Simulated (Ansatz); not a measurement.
# [GeH3]− (SMILES [GeH3-]) at BCCD(T)/STO-3G

Aim: the vertical singlet–triplet gap of [GeH3]− at BCCD(T)/STO-3G, from 2 runs. 

The calculation is run with Ansatz 0.2.0.

3 further runs of the same task are left out: 2 that didn't finish, 1 set aside as unsound or not needed.

### Step 1. The structure to begin with

[GeH3]−: 4 atoms, total charge -1, spin state singlet. SMILES: `[GeH3-]`. The shape comes from GFN2-xTB, which is rough for such elements, and wasn't checked as a minimum.

Bond lengths: Ge1–H2 1.750 Å, Ge1–H3 1.752 Å, Ge1–H4 1.758 Å. Angles: H2–Ge1–H3 89.2°, H2–Ge1–H4 89.5°, H3–Ge1–H4 89.4°.

### Step 2. A single-point energy at BCCD(T)/STO-3G

molecule.yaml

```yaml
crystal:
  periodic: [false, false, false]
  atoms:
    - {symbol: Ge, position_ang: [0.468920, -0.274960, -0.542070]}
    - {symbol: H, position_ang: [0.935040, 0.154290, 1.089240]}
    - {symbol: H, position_ang: [-0.940860, -1.090590, 0.102250]}
    - {symbol: H, position_ang: [-0.463100, 1.211260, -0.649430]}
basis:
  gaussian:
    orbitals: STO-3G
correlation:
  method: bccd_t
  frozen_orbitals: {Ge: 9, H: 0}
accuracy: high
total_charge: -1
scf:
  omitted_lower_state_checks: [cluster_reference, increment]
```

Started as:

```console
$ ansatz run molecule.yaml --threads 1 --pin off --max-ram 2610MiB --events-out events.jsonl --progress --plain --runs-dir runs
```

The log of the run (excerpt; [...] marks lines left out):

```text
Warning: RAYON_NUM_THREADS=1 ignored (pool sized by the plan → 1); use --threads N
Functional definition: HF
  name "HF"
[...]
256 factors; integrals over basis functions are off by at most 1.2e-8 eV
[...]
mean field -55871.41581928 eV, -2053.2366603525 hartree, gradient 3.8e-8 eV, S^2 0.000000; 0 other end points of the search recorded, 0 dependent functions left out
9 core orbitals not correlated: weight in the atoms' cores, before any rotation towards them, 1.000 or more for the frozen orbitals, at most 0.000 for the correlated occupied ones
reference -55871.41581928 eV, -2053.2366603525 hartree; 9, 9 occupied and 3, 3 virtual orbitals, 256 factors
second order -1.23041200 eV of doubles, -0.00000000 eV of singles
cycle   1  -1.63550490 eV  change   -4.1e-1 eV  update   6.3e-2
[...]
cycle  17  -1.88522251 eV  change    1.1e-9 eV  update   1.6e-9
perturbative correction -0.00712889 eV, -0.0002619817 hartree
Total energy: -55873.30817067 eV, -2053.3062029836 hartree
Checks for a lower state left out: cluster_reference, increment
```

Wall time 0.16 s (1 thread of Intel Xeon Platinum 8559C (Emerald Rapids), shared host).

### Step 3. The triplet, same level

in.yaml

```yaml
crystal:
  periodic: [false, false, false]
  atoms:
    - {symbol: Ge, position_ang: [0.468920, -0.274960, -0.542070]}
    - {symbol: H, position_ang: [0.935040, 0.154290, 1.089240]}
    - {symbol: H, position_ang: [-0.940860, -1.090590, 0.102250]}
    - {symbol: H, position_ang: [-0.463100, 1.211260, -0.649430]}
basis:
  gaussian:
    orbitals: STO-3G
total_charge: -1
magnetization:
  spin_polarized: true
  initial_magnetization: 2
correlation:
  method: bccd_t
  frozen_orbitals: {Ge: 9, H: 0}
accuracy: high
scf:
  omitted_lower_state_checks: [cluster_reference, increment]
```

Started as:

```console
$ ansatz run in.yaml --threads 1 --pin off --max-ram 2610MiB --events-out events.jsonl --progress --plain --runs-dir runs
```

The log of the run (excerpt; [...] marks lines left out):

```text
Warning: RAYON_NUM_THREADS=1 ignored (pool sized by the plan → 1); use --threads N
[... 2 set-up lines as earlier in the session ...]
[...]
256 factors; integrals over basis functions are off by at most 1.2e-8 eV
[...]
mean field -55864.70080797 eV, -2052.9898882388 hartree, gradient 1.6e-8 eV, S^2 2.024701; 6 other end points of the search recorded, 0 dependent functions left out
9 core orbitals not correlated: weight in the atoms' cores, before any rotation towards them, 1.000 or more for the frozen orbitals, at most 0.000 for the correlated occupied ones
reference -55864.70080797 eV, -2052.9898882388 hartree; 10, 8 occupied and 2, 4 virtual orbitals, 256 factors
second order -0.84237189 eV of doubles, -0.00000000 eV of singles
cycle   1  -1.16298033 eV  change   -3.2e-1 eV  update   6.1e-2
[...]
cycle  52  -1.48201708 eV  change   3.5e-10 eV  update  6.0e-10
perturbative correction -0.02701721 eV, -0.0009928642 hartree
Total energy: -55866.20984227 eV, -2053.0453442263 hartree
Checks for a lower state left out: cluster_reference, increment
```

Run time: 0.44 s. Hardware: 1 thread of Intel Xeon Platinum 8559C (Emerald Rapids), shared host.

### Step 4. Summary of results

Level: BCCD(T)/STO-3G, 9 core orbitals frozen.

| quantity | value |
| --- | --- |
| singlet: total energy | -2053.30620 Eh |
| singlet: correlation energy (9 core orbitals frozen) | -69.5 mEh |
| singlet: (T) correction | -0.26 mEh |
| triplet: total energy | -2053.04534 Eh |
| triplet: correlation energy (9 core orbitals frozen) | -55.5 mEh |
| triplet: (T) correction | -0.99 mEh |
| triplet: ⟨S²⟩ of the reference determinant | 2.025 |
| vertical energy of the triplet above the singlet | 7.098 eV |

At this shape the triplet lies 7.10 eV (164 kcal/mol) above the singlet. For an anion a state so high probably lies above electron detachment. In a minimal basis such a difference can be off by several eV, whatever the method. The triples (singlet) make up 0.4 % of the correlation energy. The triples (triplet) make up 1.8 % of the correlation energy.
